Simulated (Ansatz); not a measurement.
Geometry optimisation, DFT PBEsol, scalar-relativistic, plane waves, PAW (Ansatz).

The input (input.yaml):

```yaml
crystal:
  lattice:
    - [0.0, 5.43, 5.43]
    - [5.43, 0.0, 5.43]
    - [5.43, 5.43, 0.0]
  atoms:
    - { symbol: Si, position: [0.0, 0.0, 0.0] }
    - { symbol: Si, position: [0.125, 0.125, 0.125] }
    - { symbol: Si, position: [0.0, 0.0, 0.5] }
    - { symbol: Si, position: [0.125, 0.125, 0.625] }
    - { symbol: Si, position: [0.0, 0.5, 0.0] }
    - { symbol: Si, position: [0.125, 0.625, 0.125] }
    - { symbol: Si, position: [0.0, 0.5, 0.5] }
    - { symbol: Si, position: [0.125, 0.625, 0.625] }
    - { symbol: Si, position: [0.5, 0.0, 0.0] }
    - { symbol: Si, position: [0.625, 0.125, 0.125] }
    - { symbol: Si, position: [0.5, 0.0, 0.5] }
    - { symbol: Si, position: [0.625, 0.125, 0.625] }
    - { symbol: Si, position: [0.5, 0.5, 0.0] }
    - { symbol: Si, position: [0.625, 0.625, 0.125] }
    - { symbol: Si, position: [0.5, 0.5, 0.5] }
    - { symbol: Si, position: [0.625, 0.625, 0.625] }
    - { symbol: Cu, position: [1.2543355, 0.25013707, 0.24828236] }
total_charge: 1
basis:
  ecutwfc: 420.0
kpoints:
  mp_grid: { grid: [2, 2, 2] }
hamiltonian:
  xc: pbesol
  pseudopotentials: { kind: paw, azcp: { folder: soft_1 } }
scf:
  occupations: { method: gaussian, width: 0.02 }
  lower_state_search: "off"
relax:
  f_tol: 0.03
  max_steps: 60
  adjacent_minimum: "off"
```

Launched with:

```bash
$ ansatz run input.yaml --threads 1 --pin off --max-ram 3072MiB --backend cpu --events-out ev --progress --plain --runs-dir out
```

**Question.** Where does it end, and by what steps?

**Answer.** It converged. Limits of this set-up: coarse k mesh, PAW files made for another functional, a small cell, in which the defect meets its images, charged cell in a uniform background, uncorrected. After 10 steps the energy has fallen by 0.137 eV; Cu17 moved furthest, 0.26 Å.

```
step  energy less start (eV)  largest force component (eV/Å)  accepted
   0                  0.0000                           0.511       yes
   1                 -0.0793                           0.149       yes
   2                 -0.0863                           0.061       yes
   3                 -0.0841                           0.218        no
   4                 -0.0928                           0.064       yes
   5                 -0.0944                           0.183       yes
   6                 -0.0853                           0.446        no
   7                 -0.1167                           0.161       yes
   8                 -0.1332                           0.092       yes
   9                 -0.1362                           0.047       yes
  10                 -0.1372                           0.028       yes
```

```xyz
17
Lattice="0.0000 5.4300 5.4300 5.4300 0.0000 5.4300 5.4300 5.4300 0.0000" Properties=species:S:1:pos:R:3
Si -0.136 0.140 0.150
Si 1.433 1.366 1.363
Si 2.765 2.666 -0.075
Si 4.066 4.002 1.360
Si 2.771 -0.070 2.665
Si 4.074 1.355 4.011
Si 5.498 2.659 2.663
Si 6.840 4.017 4.012
Si 0.012 2.764 2.760
Si 1.208 4.223 4.223
Si 2.665 5.421 2.758
Si 4.136 6.724 4.028
Si 2.669 2.760 5.426
Si 4.141 4.037 6.719
Si 5.486 5.370 5.361
Si 6.820 6.717 6.717
Cu 2.560 8.309 8.328
```

Whether the end is a true minimum wasn't checked by a vibrational analysis.

The run took 70 s on 1 thread of Arm Neoverse V1 (shared host), peak memory 0.56 GiB.
